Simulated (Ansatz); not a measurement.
I need a relaxation driven by ASE of Fe₃W, space group Pm-3m. Use Ansatz's Python interface. Use (first run): PBEsol, PAW, cutoff 510 eV, 5×5×5 k-points, Fermi-Dirac smearing of 0.15 eV, collinear spin.

```
CELL_PARAMETERS angstrom
3.63358 0.00000 0.00000
0.00000 3.63358 0.00000
0.00000 0.00000 3.63358
ATOMIC_POSITIONS crystal
Fe 0.00000 0.50000 0.50000
Fe 0.50000 0.00000 0.50000
Fe 0.50000 0.50000 0.00000
W 0.00000 0.00000 0.00000
```

`run_ase_relax.py`
```python
# -*- coding: utf-8 -*-
"""ASE drives the relaxation of Fe3W."""

import warnings

import ansatz as az
from ase import Atoms
from ase.calculators.calculator import Calculator, all_changes
from ase.filters import FrechetCellFilter
from ase.optimize import LBFGS
from ase.units import GPa
import numpy as np


class DFT(Calculator):
    implemented_properties = ["energy", "free_energy", "forces", "stress"]

    def calculate(self, atoms=None, properties=("energy",), system_changes=all_changes):
        super().calculate(atoms, properties, system_changes)
        bare = self.atoms.copy()
        bare.set_constraint()
        bare.set_momenta(None)
        job = (
            az.Crystal.from_ase(bare).calculation()
            .kpoints(5, 5, 5)  # the mesh must be finer for metals
            .basis(510)  # plane waves up to this kinetic energy
            .occupations(az.OccupationsMethod.FERMI_DIRAC, width=0.15)  # smearing steadies the SCF of a metal
            .spin(az.SpinTreatment.COLLINEAR)  # two spin channels
            .functional(az.Functional.PBESOL)
            .forces()  # eV per angstrom
            .stress()  # GPa
        )
        report = job.run(threads=1, backend="cpu").report
        self.results["free_energy"] = report["lagrangian_ev"]
        self.results["energy"] = report.get("lagrangian_sigma0_ev", report["lagrangian_ev"])
        self.results["forces"] = np.array(report["forces_ev_ang"])
        s = -np.array(report["stress_gpa"]) * GPa  # ASE counts tension as positive
        self.results["stress"] = s[[0, 1, 2, 1, 0, 0], [0, 1, 2, 2, 2, 1]]

warnings.simplefilter("ignore")
atoms = Atoms(
    ["Fe", "Fe", "Fe", "W"],
    cell=[(3.633582, 0.0, 0.0), (0.0, 3.633582, 0.0), (0.0, 0.0, 3.633582)],
    scaled_positions=[
        (0.0, 0.5, 0.5),
        (0.5, 0.0, 0.5),
        (0.5, 0.5, 0.0),
        (0.0, 0.0, 0.0),
    ],
    pbc=True,
)
atoms.set_initial_magnetic_moments([4.5, 4.5, 4.5, 0.0])
atoms.calc = DFT()
before = atoms.get_potential_energy(), atoms.get_volume()
target = FrechetCellFilter(atoms)
optimiser = LBFGS(target, logfile=None)


def tell():
    fmax = np.linalg.norm(target.get_forces(), axis=1).max()
    print(f"step {optimiser.nsteps:2d}  E = {atoms.get_potential_energy():.5f} eV  fmax = {fmax:.4f}  V = {atoms.get_volume():.3f} A^3")


optimiser.attach(tell)
met = optimiser.run(fmax=0.02, steps=12)
print("threshold met:", bool(met), " energy gained:", round(before[0] - atoms.get_potential_energy(), 5), "eV")
print("cell lengths and angles:", np.round(atoms.cell.cellpar(), 3))
print(np.round(atoms.get_scaled_positions(), 4))
```

```console
$ python run_ase_relax.py
step  0  E = -23603.02085 eV  fmax = 1.0217  V = 47.974 A^3
step  1  E = -23603.06157 eV  fmax = 0.8284  V = 47.452 A^3
step  2  E = -23603.13191 eV  fmax = 0.0837  V = 45.277 A^3
step  3  E = -23603.13287 eV  fmax = 0.0054  V = 45.472 A^3
threshold met: True  energy gained: 0.11202 eV
cell lengths and angles: [ 3.569  3.569  3.569 90.    90.    90.   ]
[[0.  0.5 0.5]
 [0.5 0.  0.5]
 [0.5 0.5 0. ]
 [0.  0.  0. ]]
```

Absolute energies stand on the zero of these potentials, so only differences at equal settings mean something. A total without «per atom» is that of the whole cell that was run. The SCF didn't keep the moments it started from (some shrank, vanished or turned); what is printed is the state reached. The mesh is modest for a metal, so energies can be off by several to tens of meV an atom and pressures by half a GPa or more; differences at equal mesh fare better. Spin-orbit coupling, which matters for elements this heavy, is left out. At these settings the cell as given stands under about -14 GPa, so it isn't at this functional's equilibrium volume. The structure comes from a database of computed cells and needn't be a stable or known phase. The script silences warnings, which a real study should read. The whole script took 52 s on 1 thread of Arm Neoverse V2, with other jobs on the host, peak memory 0.55 GiB.
